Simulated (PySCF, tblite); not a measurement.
**CH3BF2: dynamics, then NMR shifts and electronic excitations on frames**

How do NMR shifts and electronic excitations of CH3BF2 (`CB(F)F`) change as the atoms move?

The runs use tblite 0.8.0 and PySCF 2.14.0, with density-fitted response routines of our own; the level of theory stands in each step. All values are computed, except where a source is named. Atoms count from 0, in the outputs and in this text.

## 1. The starting structure

7 atoms, charge 0, multiplicity 1; geometry from: GFN2-xTB.

Bonds of the start (Å): C0–B1 1.57, B1–F2 1.32, B1–F3 1.32, C0–H4 1.09, C0–H5 1.09, C0–H6 1.09.

## 2. A short Langevin run with GFN2-xTB

What the job is given:

```
{"job": {"kind": "md", "xc": "GFN2-xTB", "basis": "xTB", "temperature": 200, "steps": 2000, "every": 50, "frames": 5}, "charge": 0, "multiplicity": 1}
C     -0.709011     0.010970     0.040697
B      0.858468     0.006066    -0.056673
F      1.587481     1.102512    -0.116393
F      1.571931    -1.102472    -0.086920
H     -1.114554     1.017269     0.063403
H     -1.043435    -0.513766     0.933305
H     -1.147547    -0.515675    -0.804497
```

Method: GFN2-xTB Langevin dynamics, gas phase.

Run with:

```console
$ OMP_NUM_THREADS=1 python probes_run.py task.json out
```

One launch serves the whole session: the jobs run in the order shown.

Log:

```text
t/fs     T/K      E/eV
    0.0   161.8   -393.61156
   25.0   120.4   -393.49229
   50.0   167.7   -393.50551
   75.0   208.5   -393.50060
  100.0   213.3   -393.49045
  125.0   203.6   -393.55906
  150.0   155.0   -393.48784
  175.0   187.9   -393.55222
  200.0   150.6   -393.49946
  225.0   199.3   -393.53183
  250.0   228.0   -393.51312
  275.0   233.0   -393.52330
  300.0   209.8   -393.54920
  325.0   252.9   -393.55166
  350.0   238.1   -393.53629
  375.0   346.4   -393.51222
  400.0   311.5   -393.53268
  425.0   191.5   -393.51131
  450.0   178.4   -393.50383
  475.0   197.6   -393.51906
  500.0    69.3   -393.50667
  525.0   134.5   -393.54011
  550.0    98.8   -393.48126
  575.0   244.5   -393.51478
  600.0   145.7   -393.55063
  625.0   130.0   -393.53712
  650.0   157.1   -393.54861
  675.0    89.3   -393.53107
  700.0   161.7   -393.55385
  725.0   139.3   -393.57365
  750.0   150.7   -393.57838
  775.0   116.5   -393.56722
  800.0   127.3   -393.51314
  825.0   114.8   -393.51488
  850.0   197.0   -393.54896
  875.0   166.3   -393.47508
  900.0   312.3   -393.51080
  925.0   200.3   -393.38911
  950.0   320.5   -393.51576
  975.0   269.1   -393.43543
 1000.0   294.3   -393.48140
```

Run time: 4.5 s. Hardware: 1 thread of Arm Neoverse V1, shared host; peak memory 0.18 GiB.

Distance from the start (root mean square after alignment): 0 fs 0.00 Å, 200 fs 0.08 Å, 400 fs 0.29 Å, 600 fs 0.54 Å, 800 fs 0.49 Å, 1000 fs 0.82 Å.

Positions (Å) and forces (eV/Å) at 1000 fs:

```xyz
7

C    -1.714   -0.184    1.066    0.790    0.328   -0.862
B    -0.235   -0.653    0.789    1.168    0.504   -0.102
F     0.880   -0.531    1.542   -1.233   -0.121   -0.189
F     0.108   -1.021   -0.437   -0.217   -0.168    0.111
H    -1.901    0.691    0.421    0.112   -0.214    0.358
H    -1.968    0.040    2.063   -0.047    0.416    1.071
H    -2.401   -0.921    0.731   -0.574   -0.745   -0.387
```

## 3. NMR shieldings: 250 fs, PBE0/pcSseg-1

What the job is given:

```
{"job": {"kind": "nmr", "xc": "PBE0", "basis": "pcSseg-1", "pop": false}, "charge": 0, "multiplicity": 1}
C     -1.196100    -0.157200     0.348300
B      0.354700    -0.222800     0.265600
F      1.258200     0.708300     0.618900
F      0.932600    -1.319400    -0.202100
H     -1.619800     0.819300     0.445000
H     -1.547500    -0.793500     1.197700
H     -1.637000    -0.665200    -0.574100
```

With the program's defaults for keys left out, this is: GIAO PBE0/pcSseg-1 NMR shielding, non-relativistic, gas phase.

Log:

```text
coarse grid: 6208 points
cycle   1  E = -264.1848277025  dE =  2.593e-01  |g| = 6.328e-01  |ddm| = 2.120e+00
cycle   2  E = -264.1406157982  dE =  4.421e-02  |g| = 8.682e-01  |ddm| = 7.098e-01
cycle   3  E = -264.2516356281  dE = -1.110e-01  |g| = 5.583e-02  |ddm| = 4.000e-01
cycle   4  E = -264.2522750185  dE = -6.394e-04  |g| = 1.821e-02  |ddm| = 4.400e-02
cycle   5  E = -264.2523487875  dE = -7.377e-05  |g| = 2.061e-03  |ddm| = 1.200e-02
cycle   6  E = -264.2523492585  dE = -4.709e-07  |g| = 1.280e-03  |ddm| = 1.566e-03
final grid: 61744 points
cycle   7  E = -264.2830313193  dE = -3.519e-05  |g| = 4.887e-03  |ddm| = 1.175e-02
cycle   8  E = -264.2830303533  dE =  9.659e-07  |g| = 5.408e-03  |ddm| = 5.852e-03
cycle   9  E = -264.2830362458  dE = -5.892e-06  |g| = 4.938e-04  |ddm| = 3.083e-03
cycle  10  E = -264.2830362760  dE = -3.026e-08  |g| = 1.909e-04  |ddm| = 3.097e-04
cycle  11  E = -264.2830362818  dE = -5.759e-09  |g| = 2.875e-05  |ddm| = 1.077e-04
cycle  12  E = -264.2830362820  dE = -1.797e-10  |g| = 6.524e-06  |ddm| = 2.366e-05
converged SCF energy = -264.2830362820

GIAO shielding tensors (ppm)
atom      isotropic    diamagn.    paramagn.     s11        s22        s33       span
  0 C      187.383     254.547     -67.164    177.970    187.598    196.581     18.611
  1 B       70.339     191.936    -121.596     40.232     78.511     92.275     52.043
  2 F      237.413     469.229    -231.816     55.021    297.139    360.079    305.058
  3 F      225.995     469.382    -243.387     42.953    280.269    354.764    311.811
  4 H       31.507      30.860       0.647     27.313     28.875     38.331     11.018
  5 H       30.233      28.366       1.867     26.739     27.389     36.570      9.831
  6 H       29.681      28.952       0.729     25.747     27.550     35.747     10.000
```

It took 3 s on 1 thread of Arm Neoverse V1, shared host; peak memory 0.36 GiB.

Shifts follow as δ = σ(reference) − σ, with reference shieldings (ppm) from runs at the same level and on the same kind of geometry: 1H TMS 31.72, 13C TMS 186.9, 19F CFCl3 170.9, 11B BF3·OEt2 100.1. The references are single molecules in the gas phase, so shifts against H2O, NH3, PH3, H3PO4 or CFCl3 are not on the usual liquid scales and can be off by tens of ppm. Each atom is listed at this fixed geometry, with no averaging over motion; a spectrum would average atoms that exchange fast.

| atoms | environment | σ (ppm) | δ (ppm) |
| --- | --- | --- | --- |
| C0 | methyl carbon bonded to B | 187.4 | -0.5 |
| H6 | hydrogen on a methyl carbon bonded to B | 29.68 | 2.04 |
| H5 | hydrogen on a methyl carbon bonded to B | 30.23 | 1.48 |
| H4 | hydrogen on a methyl carbon bonded to B | 31.51 | 0.21 |
| B1 | boron bonded to C, 2 F | 70.3 | 29.7 |
| F3 | fluorine bonded to B | 226.0 | -55.0 |
| F2 | fluorine bonded to B | 237.4 | -66.5 |

## 4. Excited states and response: 250 fs, PBE0/def2-SVPD

The job, as its differences from that of step 3:

```diff
@@ -1,2 +1,2 @@
-{"job": {"kind": "nmr", "xc": "PBE0", "basis": "pcSseg-1", "pop": false}, "charge": 0, "multiplicity": 1}
+{"job": {"kind": "uv", "xc": "PBE0", "basis": "def2-SVPD", "nstates": 5, "ntriplets": 0}, "charge": 0, "multiplicity": 1}
 C     -1.196100    -0.157200     0.348300
```

Method: TDDFT PBE0/def2-SVPD, vertical, gas phase, core orbitals frozen in the response.

Log:

```text
coarse grid: 6208 points
cycle   1  E = -264.0229541482  dE =  2.356e-01  |g| = 5.848e-01  |ddm| = 3.137e+00
cycle   2  E = -263.9791720738  dE =  4.378e-02  |g| = 8.054e-01  |ddm| = 1.092e+00
cycle   3  E = -264.0848986049  dE = -1.057e-01  |g| = 5.775e-02  |ddm| = 5.673e-01
cycle   4  E = -264.0855945539  dE = -6.959e-04  |g| = 1.557e-02  |ddm| = 6.483e-02
cycle   5  E = -264.0856537211  dE = -5.917e-05  |g| = 2.064e-03  |ddm| = 1.519e-02
cycle   6  E = -264.0856543530  dE = -6.319e-07  |g| = 9.943e-04  |ddm| = 2.342e-03
final grid: 61744 points
cycle   7  E = -264.1172460149  dE = -2.861e-05  |g| = 4.399e-03  |ddm| = 3.955e-02
cycle   8  E = -264.1172452986  dE =  7.163e-07  |g| = 4.798e-03  |ddm| = 8.595e-03
cycle   9  E = -264.1172506575  dE = -5.359e-06  |g| = 3.886e-04  |ddm| = 4.340e-03
cycle  10  E = -264.1172506774  dE = -1.994e-08  |g| = 1.695e-04  |ddm| = 3.969e-04
cycle  11  E = -264.1172506821  dE = -4.674e-09  |g| = 2.515e-05  |ddm| = 1.391e-04
cycle  12  E = -264.1172506823  dE = -1.534e-10  |g| = 2.932e-06  |ddm| = 3.434e-05
converged SCF energy = -264.1172506823

Static polarisability (au): isotropic 27.954, principal 24.745 27.978 31.138

Singlet excitations
state   eV       nm        f      main configurations
  1   8.8347    140.3   0.01965   H->L 0.96
  2   9.5184    130.3   0.00084   H-1->L 0.68, H-2->L 0.20
  3   9.5616    129.7   0.08337   H->L+1 0.94
  4  10.1768    121.8   0.05765   H-3->L 0.32, H-2->L 0.23, H-1->L 0.23
  5  10.2658    120.8   0.07199   H-1->L+1 0.79, H-2->L 0.10
```

Run time: 4 s. Hardware: 1 thread of Arm Neoverse V1, shared host; peak memory 0.45 GiB.

Frontier orbitals and where they lie:

| orbital | eV | atoms |
| --- | --- | --- |
| HOMO−3 | -12.13 | F2 31 %, F3 22 %, C0 22 % |
| HOMO−2 | -11.58 | C0 36 %, H5 18 %, F3 16 % |
| HOMO−1 | -11.26 | C0 37 %, H6 19 %, F3 17 % |
| HOMO | -10.57 | C0 37 %, B1 20 %, F2 15 % |
| LUMO | 0.10 | B1 42 %, C0 18 %, F2 15 % |
| LUMO+1 | 0.28 | B1 54 %, C0 17 %, H6 8 % |
| LUMO+2 | 1.74 | C0 22 %, B1 17 %, F2 14 % |

With each of the 5 states as a Gaussian band of 0.4 eV half-width at 1/e, the curve within the window shown has maxima at 121 nm (ε 5,400) L/(mol cm). Beyond the last state computed it falls off for lack of states. The curve at chosen wavelengths:

```json
{"nm": "117", "ε (L/mol/cm)": "2574"}
{"nm": "118", "ε (L/mol/cm)": "3558"}
{"nm": "120", "ε (L/mol/cm)": "5116"}
{"nm": "121", "ε (L/mol/cm)": "5414"}
{"nm": "122", "ε (L/mol/cm)": "5361"}
{"nm": "124", "ε (L/mol/cm)": "4678"}
{"nm": "125", "ε (L/mol/cm)": "4342"}
{"nm": "126", "ε (L/mol/cm)": "4126"}
{"nm": "128", "ε (L/mol/cm)": "3953"}
{"nm": "129", "ε (L/mol/cm)": "3844"}
{"nm": "130", "ε (L/mol/cm)": "3634"}
{"nm": "132", "ε (L/mol/cm)": "2894"}
{"nm": "133", "ε (L/mol/cm)": "2447"}
{"nm": "134", "ε (L/mol/cm)": "2023"}
{"nm": "135", "ε (L/mol/cm)": "1666"}
{"nm": "137", "ε (L/mol/cm)": "1206"}
{"nm": "138", "ε (L/mol/cm)": "1081"}
{"nm": "139", "ε (L/mol/cm)": "994"}
{"nm": "141", "ε (L/mol/cm)": "846"}
{"nm": "142", "ε (L/mol/cm)": "759"}
{"nm": "143", "ε (L/mol/cm)": "661"}
{"nm": "145", "ε (L/mol/cm)": "450"}
{"nm": "146", "ε (L/mol/cm)": "352"}
{"nm": "147", "ε (L/mol/cm)": "265"}
{"nm": "149", "ε (L/mol/cm)": "135"}
{"nm": "150", "ε (L/mol/cm)": "92"}
```

Further results of this job:

| property | computed |
| --- | --- |
| dipole moment (D) | 2.00 |
| polarisability (Å³) | 4.14 |
| HOMO–LUMO gap (eV) | 10.67 |
| −ε(HOMO) (eV) | 10.57 |

## 5. Nuclear shieldings: 425 fs, PBE0/pcSseg-1

What the job is given:

```
{"job": {"kind": "nmr", "xc": "PBE0", "basis": "pcSseg-1", "pop": false}, "charge": 0, "multiplicity": 1}
C     -1.199500     0.052800    -0.248700
B      0.062100    -0.646600     0.397100
F      0.519700    -0.353900     1.568200
F      0.691800    -1.635500    -0.245700
H     -1.239400     1.132400    -0.136300
H     -2.105300    -0.307000     0.248900
H     -1.209800    -0.185200    -1.368200
```

Method: GIAO PBE0/pcSseg-1 NMR shielding, non-relativistic, gas phase.

Log:

```text
coarse grid: 6208 points
cycle   1  E = -264.1871520674  dE =  2.850e-01  |g| = 6.222e-01  |ddm| = 2.127e+00
cycle   2  E = -264.1483768942  dE =  3.878e-02  |g| = 8.363e-01  |ddm| = 6.798e-01
cycle   3  E = -264.2513746230  dE = -1.030e-01  |g| = 5.249e-02  |ddm| = 3.776e-01
cycle   4  E = -264.2519244700  dE = -5.498e-04  |g| = 1.796e-02  |ddm| = 4.146e-02
cycle   5  E = -264.2519934198  dE = -6.895e-05  |g| = 2.871e-03  |ddm| = 1.155e-02
cycle   6  E = -264.2519943075  dE = -8.877e-07  |g| = 1.516e-03  |ddm| = 1.901e-03
final grid: 61744 points
cycle   7  E = -264.2832738287  dE = -4.411e-05  |g| = 4.635e-03  |ddm| = 1.320e-02
cycle   8  E = -264.2832731100  dE =  7.187e-07  |g| = 4.985e-03  |ddm| = 5.504e-03
cycle   9  E = -264.2832782115  dE = -5.102e-06  |g| = 4.183e-04  |ddm| = 2.921e-03
cycle  10  E = -264.2832782314  dE = -1.990e-08  |g| = 2.072e-04  |ddm| = 2.865e-04
cycle  11  E = -264.2832782381  dE = -6.642e-09  |g| = 3.167e-05  |ddm| = 1.103e-04
cycle  12  E = -264.2832782383  dE = -2.131e-10  |g| = 6.438e-06  |ddm| = 2.627e-05
converged SCF energy = -264.2832782383

GIAO shielding tensors (ppm)
atom      isotropic    diamagn.    paramagn.     s11        s22        s33       span
  0 C      186.459     254.871     -68.411    180.157    182.728    196.493     16.335
  1 B       71.610     192.427    -120.818     45.209     80.211     89.408     44.199
  2 F      238.167     468.288    -230.121     57.890    283.563    373.048    315.158
  3 F      230.383     469.283    -238.900     45.436    297.922    347.793    302.358
  4 H       31.058      31.098      -0.039     27.282     28.344     37.550     10.268
  5 H       30.850      28.990       1.859     27.369     27.975     37.204      9.835
  6 H       29.721      29.031       0.690     25.497     27.909     35.756     10.259
```

Run time: 2.4 s. Hardware: 1 thread of Arm Neoverse V1, shared host; peak memory 0.45 GiB.

In short: δ C0 0.5, B1 28.5, F3 -59.4, F2 -67.2, H6 2.00, H5 0.87 ppm.

## 6. Ultraviolet spectrum: 425 fs, PBE0/def2-SVPD

The job, as its differences from that of step 5:

```diff
@@ -1,2 +1,2 @@
-{"job": {"kind": "nmr", "xc": "PBE0", "basis": "pcSseg-1", "pop": false}, "charge": 0, "multiplicity": 1}
+{"job": {"kind": "uv", "xc": "PBE0", "basis": "def2-SVPD", "nstates": 5, "ntriplets": 0}, "charge": 0, "multiplicity": 1}
 C     -1.199500     0.052800    -0.248700
```

Level: TDDFT PBE0/def2-SVPD, vertical, gas phase, core orbitals frozen in the response.

Log:

```text
coarse grid: 6208 points
cycle   1  E = -264.0242621059  dE =  2.619e-01  |g| = 5.748e-01  |ddm| = 3.199e+00
cycle   2  E = -263.9860254278  dE =  3.824e-02  |g| = 7.741e-01  |ddm| = 1.057e+00
cycle   3  E = -264.0838205534  dE = -9.780e-02  |g| = 5.465e-02  |ddm| = 5.464e-01
cycle   4  E = -264.0844286778  dE = -6.081e-04  |g| = 1.551e-02  |ddm| = 6.123e-02
cycle   5  E = -264.0844845544  dE = -5.588e-05  |g| = 3.136e-03  |ddm| = 1.484e-02
cycle   6  E = -264.0844857778  dE = -1.223e-06  |g| = 1.529e-03  |ddm| = 3.281e-03
final grid: 61744 points
cycle   7  E = -264.1170280133  dE = -3.558e-05  |g| = 4.116e-03  |ddm| = 3.866e-02
cycle   8  E = -264.1170272982  dE =  7.152e-07  |g| = 4.531e-03  |ddm| = 8.134e-03
cycle   9  E = -264.1170320495  dE = -4.751e-06  |g| = 4.248e-04  |ddm| = 4.078e-03
cycle  10  E = -264.1170320740  dE = -2.455e-08  |g| = 1.755e-04  |ddm| = 4.335e-04
cycle  11  E = -264.1170320792  dE = -5.154e-09  |g| = 2.527e-05  |ddm| = 1.484e-04
cycle  12  E = -264.1170320793  dE = -1.557e-10  |g| = 4.508e-06  |ddm| = 3.950e-05
converged SCF energy = -264.1170320793

Static polarisability (au): isotropic 27.847, principal 24.356 28.581 30.603

Singlet excitations
state   eV       nm        f      main configurations
  1   8.6629    143.1   0.02325   H->L 0.73, H->L+1 0.25
  2   9.2746    133.7   0.07999   H->L+1 0.74, H->L 0.25
  3   9.6307    128.7   0.00246   H-1->L 0.72, H-1->L+1 0.21
  4  10.2165    121.4   0.04464   H-1->L+1 0.70, H-1->L 0.25
  5  10.4292    118.9   0.04876   H-3->L 0.41, H-2->L 0.30, H-3->L+1 0.15
```

It took 4 s on 1 thread of Arm Neoverse V1, shared host; peak memory 0.45 GiB.

In short: HOMO -10.23 eV, LUMO 0.22 eV; lowest singlet 8.66 eV.

## 7. Shielding tensors: 625 fs, PBE0/pcSseg-1

What the job is given:

```
{"job": {"kind": "nmr", "xc": "PBE0", "basis": "pcSseg-1", "pop": false}, "charge": 0, "multiplicity": 1}
C     -1.185100     0.534400    -0.247500
B     -0.009200    -0.405700     0.098700
F      0.493100    -0.495500     1.346300
F      0.430300    -1.337300    -0.725000
H     -0.817200     1.536500    -0.404000
H     -1.815100     0.580600     0.632200
H     -1.781700     0.274500    -1.116400
```

Method: GIAO PBE0/pcSseg-1 NMR shielding, non-relativistic, gas phase.

Log:

```text
coarse grid: 6208 points
cycle   1  E = -264.1842508573  dE =  3.095e-01  |g| = 6.386e-01  |ddm| = 2.138e+00
cycle   2  E = -264.1422194411  dE =  4.203e-02  |g| = 8.637e-01  |ddm| = 7.114e-01
cycle   3  E = -264.2527240560  dE = -1.105e-01  |g| = 6.040e-02  |ddm| = 3.975e-01
cycle   4  E = -264.2534723982  dE = -7.483e-04  |g| = 1.691e-02  |ddm| = 4.525e-02
cycle   5  E = -264.2535347042  dE = -6.231e-05  |g| = 1.825e-03  |ddm| = 1.109e-02
cycle   6  E = -264.2535350825  dE = -3.783e-07  |g| = 1.123e-03  |ddm| = 1.388e-03
final grid: 61744 points
cycle   7  E = -264.2836454205  dE = -3.825e-05  |g| = 5.432e-03  |ddm| = 1.278e-02
cycle   8  E = -264.2836445889  dE =  8.316e-07  |g| = 5.836e-03  |ddm| = 6.226e-03
cycle   9  E = -264.2836513311  dE = -6.742e-06  |g| = 5.277e-04  |ddm| = 3.320e-03
cycle  10  E = -264.2836513683  dE = -3.724e-08  |g| = 1.771e-04  |ddm| = 3.223e-04
cycle  11  E = -264.2836513734  dE = -5.070e-09  |g| = 3.187e-05  |ddm| = 1.006e-04
cycle  12  E = -264.2836513736  dE = -2.159e-10  |g| = 8.101e-06  |ddm| = 2.548e-05
converged SCF energy = -264.2836513736

GIAO shielding tensors (ppm)
atom      isotropic    diamagn.    paramagn.     s11        s22        s33       span
  0 C      191.855     254.879     -63.025    186.380    187.801    201.383     15.003
  1 B       69.670     191.814    -122.145     38.942     78.692     91.376     52.435
  2 F      235.260     469.847    -234.587     50.681    298.515    356.584    305.903
  3 F      226.425     468.930    -242.505     38.072    280.922    360.282    322.210
  4 H       31.504      30.736       0.768     27.811     28.537     38.165     10.354
  5 H       31.275      30.148       1.128     26.923     29.238     37.666     10.743
  6 H       31.148      29.931       1.217     26.969     28.568     37.906     10.937
```

It took 2.5 s on 1 thread of Arm Neoverse V1, shared host; peak memory 0.45 GiB.

This run: δ C0 -4.9, B1 30.4, F3 -55.5, F2 -64.3, H6 0.57, H5 0.44 ppm.

## 8. Ultraviolet spectrum: 625 fs, PBE0/def2-SVPD

The job, as its differences from that of step 7:

```diff
@@ -1,2 +1,2 @@
-{"job": {"kind": "nmr", "xc": "PBE0", "basis": "pcSseg-1", "pop": false}, "charge": 0, "multiplicity": 1}
+{"job": {"kind": "uv", "xc": "PBE0", "basis": "def2-SVPD", "nstates": 5, "ntriplets": 0}, "charge": 0, "multiplicity": 1}
 C     -1.185100     0.534400    -0.247500
```

Method: TDDFT PBE0/def2-SVPD, vertical, gas phase, core orbitals frozen in the response.

Log:

```text
coarse grid: 6208 points
cycle   1  E = -264.0219110558  dE =  2.854e-01  |g| = 5.905e-01  |ddm| = 3.204e+00
cycle   2  E = -263.9803608349  dE =  4.155e-02  |g| = 8.008e-01  |ddm| = 1.105e+00
cycle   3  E = -264.0854053704  dE = -1.050e-01  |g| = 6.250e-02  |ddm| = 5.715e-01
cycle   4  E = -264.0862181169  dE = -8.127e-04  |g| = 1.439e-02  |ddm| = 6.888e-02
cycle   5  E = -264.0862675096  dE = -4.939e-05  |g| = 2.191e-03  |ddm| = 1.427e-02
cycle   6  E = -264.0862681141  dE = -6.045e-07  |g| = 1.229e-03  |ddm| = 2.461e-03
final grid: 61744 points
cycle   7  E = -264.1174816414  dE = -3.032e-05  |g| = 4.844e-03  |ddm| = 4.445e-02
cycle   8  E = -264.1174809375  dE =  7.039e-07  |g| = 5.227e-03  |ddm| = 9.719e-03
cycle   9  E = -264.1174870387  dE = -6.101e-06  |g| = 5.080e-04  |ddm| = 4.731e-03
cycle  10  E = -264.1174870779  dE = -3.916e-08  |g| = 1.429e-04  |ddm| = 4.669e-04
cycle  11  E = -264.1174870814  dE = -3.467e-09  |g| = 2.539e-05  |ddm| = 1.287e-04
cycle  12  E = -264.1174870815  dE = -1.543e-10  |g| = 4.618e-06  |ddm| = 3.661e-05
converged SCF energy = -264.1174870815

Static polarisability (au): isotropic 27.241, principal 23.924 27.736 30.063

Singlet excitations
state   eV       nm        f      main configurations
  1   8.6759    142.9   0.02940   H->L 0.89, H->L+1 0.09
  2   9.5366    130.0   0.00305   H-1->L 0.79, H-1->L+1 0.10
  3   9.5779    129.4   0.06610   H->L+1 0.87, H->L 0.09
  4  10.3210    120.1   0.04679   H-3->L 0.53, H-2->L 0.29
  5  10.3400    119.9   0.08026   H-2->L 0.68, H-3->L 0.22
```

Wall time 4 s (1 thread of Arm Neoverse V1, shared host); peak memory 0.46 GiB.

Key values: HOMO -10.45 eV, LUMO -0.03 eV; lowest singlet 8.68 eV.

## 9. Nuclear shieldings: 800 fs, PBE0/pcSseg-1

What the job is given:

```
{"job": {"kind": "nmr", "xc": "PBE0", "basis": "pcSseg-1", "pop": false}, "charge": 0, "multiplicity": 1}
C     -1.605500     0.216500     0.510100
B     -0.201500    -0.507800     0.351300
F      0.801900    -0.193900     1.111200
F      0.135700    -1.500300    -0.458200
H     -1.492700     1.289400     0.297300
H     -1.864300     0.049200     1.546200
H     -2.462900    -0.140800    -0.064700
```

Level: GIAO PBE0/pcSseg-1 NMR shielding, non-relativistic, gas phase.

Log:

```text
coarse grid: 6208 points
cycle   1  E = -264.1822548613  dE =  3.170e-01  |g| = 6.319e-01  |ddm| = 2.139e+00
cycle   2  E = -264.1425010722  dE =  3.975e-02  |g| = 8.487e-01  |ddm| = 6.937e-01
cycle   3  E = -264.2483929956  dE = -1.059e-01  |g| = 5.291e-02  |ddm| = 3.869e-01
cycle   4  E = -264.2489620845  dE = -5.691e-04  |g| = 1.735e-02  |ddm| = 4.171e-02
cycle   5  E = -264.2490272938  dE = -6.521e-05  |g| = 2.503e-03  |ddm| = 1.142e-02
cycle   6  E = -264.2490279671  dE = -6.733e-07  |g| = 1.415e-03  |ddm| = 1.756e-03
final grid: 61744 points
cycle   7  E = -264.2812608707  dE = -4.649e-05  |g| = 4.895e-03  |ddm| = 1.374e-02
cycle   8  E = -264.2812600309  dE =  8.398e-07  |g| = 5.307e-03  |ddm| = 6.020e-03
cycle   9  E = -264.2812659659  dE = -5.935e-06  |g| = 5.367e-04  |ddm| = 3.150e-03
cycle  10  E = -264.2812660019  dE = -3.598e-08  |g| = 1.973e-04  |ddm| = 3.405e-04
cycle  11  E = -264.2812660078  dE = -5.915e-09  |g| = 3.234e-05  |ddm| = 1.087e-04
cycle  12  E = -264.2812660080  dE = -2.416e-10  |g| = 4.311e-06  |ddm| = 2.782e-05
converged SCF energy = -264.2812660080

GIAO shielding tensors (ppm)
atom      isotropic    diamagn.    paramagn.     s11        s22        s33       span
  0 C      190.526     253.835     -63.308    186.259    188.339    196.981     10.721
  1 B       72.559     192.381    -119.822     45.205     80.252     92.219     47.014
  2 F      231.854     469.584    -237.730     56.182    275.542    363.838    307.656
  3 F      235.050     469.229    -234.179     55.142    291.480    358.528    303.385
  4 H       30.806      30.223       0.583     26.729     28.285     37.405     10.676
  5 H       31.404      29.264       2.140     27.198     29.217     37.797     10.600
  6 H       31.059      29.431       1.628     27.078     28.119     37.979     10.901
```

Wall time 2.5 s (1 thread of Arm Neoverse V1, shared host); peak memory 0.38 GiB.

Key values: δ C0 -3.6, B1 27.5, F2 -60.9, F3 -64.1, H4 0.91, H6 0.66 ppm.

[end of part 1 of 2]
